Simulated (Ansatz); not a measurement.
Ta3AsAu2O13:

```xyz
19
Lattice="5.2424 3.0267 4.1427 -5.2424 3.0267 4.1427 0.0000 -6.0534 4.1427" Properties=species:S:1:pos:R:3 pbc="T T T"
Ta   -1.7887    1.0327    4.2854
Ta    0.0000   -2.0655    4.2854
Ta    1.7887    1.0327    4.2854
As    0.0000    0.0000    6.9446
Au    0.0000    0.0000   12.0005
Au    0.0000    0.0000    9.3342
O    -1.3566    0.7832    6.1532
O     0.0000   -1.5665    6.1532
O     1.3566    0.7832    6.1532
O     2.5380   -0.6359    3.6068
O    -0.7183    2.5159    3.6068
O    -1.8197   -1.8800    3.6068
O     1.8197   -1.8800    3.6068
O    -2.5380   -0.6359    3.6068
O     0.7183    2.5159    3.6068
O    -3.3469    1.9323    4.0073
O     0.0000   -3.8647    4.0073
O     3.3469    1.9323    4.0073
O     0.0000    0.0000    3.8329
```

The cell was built by a generator and needn't be a form met in nature.

Base run:

```yaml
Program: Ansatz 0.2.0
Functional: PBE
Potentials_or_basis: Ansatz PAW
Cutoff: "420 eV (not typed: the program's choice for these potentials)"
k_mesh: 4 × 4 × 4
Occupations: fermi-dirac, width 0.05 eV
Spin: no spin polarisation
Hubbard_terms: Au d U = 2 eV, Ta d U = 2 eV
```

Its results: band gap on the k mesh 1.09 eV, indirect (least direct gap 1.10 eV); pressure 0.5 GPa; largest force 0.351 eV/Å.

The run is repeated on the same cell with these changes: hubbard terms from Au d U = 2 eV, Ta d U = 2 eV to Au d U = 8 eV, Ta d U = 8 eV. What comes out?

Band gap on the k mesh 1.03 eV, direct; pressure 2.4 GPa; largest force 1.289 eV/Å.

Caveats: spin-orbit coupling is left out, which moves the levels of the heavy elements; forces of over 1 eV/Å show positions far from the minimum, so gaps and moduli don't describe the material at rest (some runs).

A k mesh can miss the band edges.
